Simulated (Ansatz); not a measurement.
# CH6GaInS: basis-set convergence

One table from this session's results is given with a row withheld; the runs are named, their logs left out.

Method: one geometry, several basis sets; program: Ansatz 0.2.0, Gaussian basis.

Levels to be run: PBE0-D4/def2-SVP; ωB97M-V/def2-SVP; PBE0-D4/def2-QZVPP; ωB97M-V/def2-QZVPP; the functionals' def2-TZVPP values are taken from earlier runs.

### The geometry

An earlier PBE0-D4 in a triple-zeta def2 set relaxation fixed the geometry. In takes the def2 core potential; no spin-orbit term is included.

10 atoms, charge 0, spin multiplicity 1.

Atoms are counted from 1 here; the program's logs count them from 0.

Bond lengths: C1–Ga3 1.975 Å, C1–H5 1.092 Å, C1–H6 1.092 Å, C1–H7 1.092 Å, In2–S4 2.749 Å, In2–H8 2.120 Å, Ga3–S4 2.398 Å, Ga3–H8 1.700 Å, Ga3–H9 1.569 Å, S4–H10 1.345 Å. Angles: Ga3–C1–H5 111.3°, Ga3–C1–H6 110.3°, Ga3–C1–H7 110.5°, H5–C1–H6 108.3°, H5–C1–H7 108.1°, H6–C1–H7 108.2°, S4–In2–H8 76.4°, C1–Ga3–S4 108.7°, C1–Ga3–H8 109.7°, C1–Ga3–H9 127.3°, S4–Ga3–H8 94.7°, S4–Ga3–H9 104.2°, H8–Ga3–H9 107.2°, In2–S4–Ga3 76.2°, In2–S4–H10 91.4°, Ga3–S4–H10 97.1°, In2–H8–Ga3 112.6°.

The first run:

in.yaml reads:

```yaml
crystal:
  periodic: [false, false, false]
  atoms:
    - {symbol: C, position_ang: [-0.062025, 1.514787, 0.294415]}
    - {symbol: In, position_ang: [-1.188399, -2.466759, -1.370585]}
    - {symbol: Ga, position_ang: [0.762273, -0.151057, -0.372426]}
    - {symbol: S, position_ang: [0.063857, -1.969549, 1.026034]}
    - {symbol: H, position_ang: [-1.145289, 1.412699, 0.387538]}
    - {symbol: H, position_ang: [0.344197, 1.772978, 1.274426]}
    - {symbol: H, position_ang: [0.142691, 2.342392, -0.388165]}
    - {symbol: H, position_ang: [-0.079628, -0.698422, -1.744537]}
    - {symbol: H, position_ang: [2.287483, -0.422819, -0.623250]}
    - {symbol: H, position_ang: [-1.042061, -1.385348, 1.519350]}
basis:
  gaussian: {orbitals: def2-SVP}
hamiltonian: {xc: pbe0, dispersion: d4}
output: {orbitals: {seedname: orbitals}}
```

Among the steps run: PBE0-D4 in def2-SVP; ωB97M-V in def2-SVP; PBE0-D4 in def2-QZVPP; ωB97M-V in def2-QZVPP.

One table of the session follows, with a row left open; its other results are not shown here.

It belongs to the step «Density functionals: the series». 

| functional | basis | HOMO (eV) | LUMO (eV) |
| --- | --- | --- | --- |
| PBE0-D4 | def2-SVP | -6.84 | -2.05 |
| PBE0-D4 | def2-TZVPP | -6.88 | -2.09 |
| PBE0-D4 | def2-QZVPP | -6.88 | -2.09 |
| ωB97M-V | def2-SVP | -8.77 | -0.50 |
| ωB97M-V | def2-TZVPP | ? | ? |
| ωB97M-V | def2-QZVPP | -8.86 | -0.64 |

Estimate the missing values for ωB97M-V, def2-TZVPP.

As computed: HOMO (eV): -8.85; LUMO (eV): -0.61. In the column «HOMO (eV)» it lies between ωB97M-V, def2-QZVPP (-8.86) and ωB97M-V, def2-SVP (-8.77).
